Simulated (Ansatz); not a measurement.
# SiAsH (singlet): PBE, r2SCAN, PBE0, B3LYP, wB97M-V, B2PLYP, RPA-PBE over vertical spin and charge gaps, cc-pVDZ

How well do these functionals follow the top wave-function level for SiAsH (singlet) over vertical spin and charge gaps?

The runs use Ansatz 0.2.0, Gaussian basis; cc-pVDZ, all electrons in the functionals, frozen cores in the correlation of double hybrids and RPA.

The runs, in order: PBE, r2SCAN, PBE0, B3LYP, wB97M-V, B2PLYP, RPA-PBE, at charge 0, singlet; charge 0, triplet; charge 1, doublet.

4 further runs of the same task are left out: 4 set aside as unsound or not needed.

### 1 The geometry

The geometry is a PBE0/def2-TZVP stationary point (not a proven minimum). No spin-orbit coupling is included. The filled d shell of As may be among the frozen orbitals whatever the setting's name suggests; the logs give the count.

3 atoms, charge 0, spin multiplicity 1.

Atoms are counted from 1 here; the program's logs count them from 0.

Bond lengths: Si1–As2 2.148 Å, As2–H3 1.622 Å. Angles: Si1–As2–H3 54.9°.

No dispersion term is added; wB97M-V holds VV10 nonlocal correlation. B3LYP takes the VWN-RPA correlation.

The geometry shown and the zero of energy belong to the point charge 0, singlet. The yardstick, UCCSDTQ, and other wave-function levels (R restricted, U unrestricted, valence and pair active spaces) come from earlier runs.

### 2 PBE, charge 0, singlet

File in.yaml:

```yaml
crystal:
  periodic: [false, false, false]
  atoms:
    - {symbol: Si, position_ang: [0.000000, -0.026419, 1.559119]}
    - {symbol: As, position_ang: [0.000000, -0.007742, -0.589232]}
    - {symbol: H, position_ang: [0.000000, 1.311581, 0.354737]}
basis:
  gaussian: {orbitals: cc-pVDZ}
magnetization: {spin_polarized: true, initial_magnetization: 0}
hamiltonian: {xc: {name: PBE}}
output: {orbitals: {seedname: orbitals}}
```

On the command line:

```sh
$ ansatz run in.yaml --threads 1 --pin off --events-out ev --progress --plain --max-ram 4096MiB --backend cpu
```

The runs that follow: PBE, charge 0, triplet; PBE, charge 1, doublet; r2SCAN, charge 0, singlet; r2SCAN, charge 0, triplet; r2SCAN, charge 1, doublet; PBE0, charge 0, singlet; PBE0, charge 0, triplet; PBE0, charge 1, doublet; B3LYP, charge 0, singlet; B3LYP, charge 0, triplet; B3LYP, charge 1, doublet; wB97M-V, charge 0, singlet; wB97M-V, charge 0, triplet; wB97M-V, charge 1, doublet; B2PLYP, charge 0, singlet; B2PLYP, charge 0, triplet; B2PLYP, charge 1, doublet; RPA-PBE, charge 0, singlet; RPA-PBE, charge 0, triplet; RPA-PBE, charge 1, doublet.

**Question.** What will the summary of the whole plan be? Wanted: singlet to triplet, UCCSDTQ; ionisation to the doublet cation, UCCSDTQ; largest miss, PBE; largest miss, r2SCAN; largest miss, PBE0; largest miss, B3LYP; largest miss, wB97M-V; largest miss, B2PLYP; largest miss, RPA-PBE.

As calculated:

```
                                 quantity                                         value
              singlet to triplet, UCCSDTQ                                      2.429 eV
ionisation to the doublet cation, UCCSDTQ                                      8.801 eV
                        largest miss, PBE                -0.158 eV (singlet to triplet)
                     largest miss, r2SCAN                -0.211 eV (singlet to triplet)
                       largest miss, PBE0  +0.161 eV (ionisation to the doublet cation)
                      largest miss, B3LYP  +0.139 eV (ionisation to the doublet cation)
                    largest miss, wB97M-V                +0.174 eV (singlet to triplet)
                     largest miss, B2PLYP                +0.188 eV (singlet to triplet)
                    largest miss, RPA-PBE  +0.078 eV (ionisation to the doublet cation)
                   largest miss, RCCSD(T)                +0.033 eV (singlet to triplet)
                   largest miss, UCCSD(T)                +0.050 eV (singlet to triplet)
```

In words: Of the functionals, RPA-PBE keep the smallest largest miss at the points compared (at most 0.078 eV) and r2SCAN strays most (0.211 eV, at singlet to triplet). Functionals and the yardstick converge differently with the basis, so part of each miss in cc-pVDZ is the basis.
